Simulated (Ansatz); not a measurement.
K2TaCuBr6, space group Fm-3m, a conversion between chain and input file

Program: the Python package of Ansatz (0.2.0).

The script, `run_convert.py`:
```python
from pathlib import Path

import ansatz as az
from pymatgen.core import Lattice, Structure
from pymatgen.io.ase import AseAtomsAdaptor


def main() -> None:
    pmg_structure = Structure(
        Lattice([(0.0, 5.319697, 5.319697), (5.319697, 0.0, 5.319697), (5.319697, 5.319697, 0.0)]),
        ['K', 'K', 'Ta', 'Cu', 'Br', 'Br', 'Br', 'Br', 'Br', 'Br'],
        [
            (0.25, 0.25, 0.25),
            (0.75, 0.75, 0.75),
            (0.5, 0.5, 0.5),
            (0.0, 0.0, 0.0),
            (0.251396, 0.251396, 0.748604),
            (0.251396, 0.748604, 0.748604),
            (0.748604, 0.748604, 0.251396),
            (0.251396, 0.748604, 0.251396),
            (0.748604, 0.251396, 0.748604),
            (0.748604, 0.251396, 0.251396),
        ],
    )
    k2tacubr6 = az.Crystal.from_ase(AseAtomsAdaptor.get_atoms(pmg_structure))

    calculation = (
        k2tacubr6.calculation()
        .functional('PBE')
        .pseudopotentials('paw')
        .kpoints(density=3.1)
        .occupations('methfessel_paxton', width=0.1)
        .scf(tolerance=1e-08)
        .forces()
        .stress()
    )
    Path('written.yaml').write_text(calculation.to_yaml())
    back = az.Calculation.from_yaml('written.yaml')
    print(back.to_python())
    print('same input:', back.to_yaml() == calculation.to_yaml())


if __name__ == '__main__':
    main()
```

Running `python run_convert.py` prints:
```text
(
    az.Lattice.of(((0.0, 5.319697, 5.319697), (5.319697, 0.0, 5.319697), (5.319697, 5.319697, 0.0)))
    .atom("K", (0.25, 0.25, 0.25))
    .atom("K", (0.75, 0.75, 0.75))
    .atom("Ta", (0.5, 0.5, 0.5))
    .atom("Cu", (0.0, 0.0, 0.0))
    .atom("Br", (0.251396, 0.251396, 0.748604))
    .atom("Br", (0.2513959999999999, 0.748604, 0.748604))
    .atom("Br", (0.748604, 0.748604, 0.25139600000000006))
    .atom("Br", (0.2513959999999999, 0.748604, 0.25139600000000006))
    .atom("Br", (0.7486040000000002, 0.251396, 0.748604))
    .atom("Br", (0.7486040000000002, 0.251396, 0.251396))
    .calculation()
    .kpoints(spacing=0.3225806451612903)
    .functional("pbe")
    .pseudopotentials(kind="paw")
    .scf(tolerance=1e-08)
    .occupations(method="methfessel_paxton", width=0.1)
    .forces()
    .stress()
)

same input: True
```

File `written.yaml` afterwards:
```yaml
crystal:
  lattice:
    - [0.0, 5.319697, 5.319697]
    - [5.319697, 0.0, 5.319697]
    - [5.319697, 5.319697, 0.0]
  atoms:
    - { symbol: K, position: [0.25, 0.25, 0.25] }
    - { symbol: K, position: [0.75, 0.75, 0.75] }
    - { symbol: Ta, position: [0.5, 0.5, 0.5] }
    - { symbol: Cu, position: [0.0, 0.0, 0.0] }
    - { symbol: Br, position: [0.251396, 0.251396, 0.748604] }
    - { symbol: Br, position: [0.2513959999999999, 0.748604, 0.748604] }
    - { symbol: Br, position: [0.748604, 0.748604, 0.25139600000000006] }
    - { symbol: Br, position: [0.2513959999999999, 0.748604, 0.25139600000000006] }
    - { symbol: Br, position: [0.7486040000000002, 0.251396, 0.748604] }
    - { symbol: Br, position: [0.7486040000000002, 0.251396, 0.251396] }
kpoints:
  mp_grid:
    kspacing: 0.3225806451612903
hamiltonian:
  xc: pbe
  pseudopotentials:
    kind: paw
scf:
  convergence:
    dr2_threshold: 1.0e-08
  occupations:
    method: methfessel_paxton
    width: 0.1
output:
  forces: true
  stress: true
```

The input is only written out: it wasn't run, and its settings aren't tested. The structure comes from a database and needn't be a stable phase.
